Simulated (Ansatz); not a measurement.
# CH₄LiNO (SMILES [Li][O]CN): functionals against CCSD(T) at one geometry

One table from this session's results is given with a row withheld; the runs are named, their logs left out.

Program: Ansatz 0.2.0, Gaussian basis. Level of theory: single points in def2-TZVPP. These are calculated values, not measurements.

Correlated methods freeze the cores. The outer core shell of Li, Na, Mg and K is correlated.

## Starting geometry

SMILES `[Li][O]CN`, 8 atoms, charge 0, spin multiplicity 1.

Atoms are counted from 1 here; the program's logs count them from 0.

Bond lengths: Li1–O2 1.507 Å, O2–C3 1.458 Å, C3–N4 1.477 Å, C3–H5 1.103 Å, C3–H6 1.060 Å, N4–H7 0.947 Å, N4–H8 1.118 Å. Angles: Li1–O2–C3 176.9°, O2–C3–N4 113.0°, O2–C3–H5 110.3°, O2–C3–H6 110.1°, N4–C3–H5 110.2°, N4–C3–H6 111.5°, H5–C3–H6 101.2°, C3–N4–H7 111.6°, C3–N4–H8 113.8°, H7–N4–H8 91.8°.

Coordinates:

```
Li   -2.1840   -1.2751    0.9288
O    -1.1544   -0.4945    0.1538
C    -0.1019    0.2140   -0.5643
N     1.1783    0.2462    0.1722
H    -0.4279    1.2395   -0.8054
H     0.0186   -0.1966   -1.5337
H     1.3513   -0.5768    0.6066
H     1.1239    0.7908    1.1473
```

The first run:

run/in.yaml

```yaml
crystal:
  periodic: [false, false, false]
  atoms:
    - {symbol: Li, position_ang: [-2.184000, -1.275100, 0.928800]}
    - {symbol: O, position_ang: [-1.154400, -0.494500, 0.153800]}
    - {symbol: C, position_ang: [-0.101900, 0.214000, -0.564300]}
    - {symbol: N, position_ang: [1.178300, 0.246200, 0.172200]}
    - {symbol: H, position_ang: [-0.427900, 1.239500, -0.805400]}
    - {symbol: H, position_ang: [0.018600, -0.196600, -1.533700]}
    - {symbol: H, position_ang: [1.351300, -0.576800, 0.606600]}
    - {symbol: H, position_ang: [1.123900, 0.790800, 1.147300]}
basis:
  gaussian: {orbitals: def2-TZVPP}
correlation: {method: ccsd_t}
output: {forces: true}
```

No record of the launch command was kept for these runs.

Steps of the session up to this table: CCSD(T)/def2-TZVPP; PBE0-D4/def2-TZVPP; wB97M-V/def2-TZVPP; r2SCAN-D4/def2-TZVPP; PBE-D4/def2-TZVPP; BHLYP-D4/def2-TZVPP; r2SCAN0-D4/def2-TZVPP.

One table of the session follows, with a row left open; its other results are not shown here.

```
    method  RMS force component (eV/Å)  angle to CCSD(T) forces (°)  dipole (D)
   CCSD(T)                       1.844                    reference        6.13
   PBE0-D4                       1.880                          3.9        6.05
   wB97M-V                       1.840                          2.1        6.03
 r2SCAN-D4                       1.837                          1.9        6.08
    PBE-D4                           ?                            ?           ?
  BHLYP-D4                       1.859                          7.5        6.12
r2SCAN0-D4                       1.889                          4.9        6.18
```

**Question.** Estimate the row for PBE-D4.

The run gave: RMS force component (eV/Å): 1.830; angle to CCSD(T) forces (°): 6.2; dipole (D): 5.83. In the column «RMS force component (eV/Å)» it is the lowest.
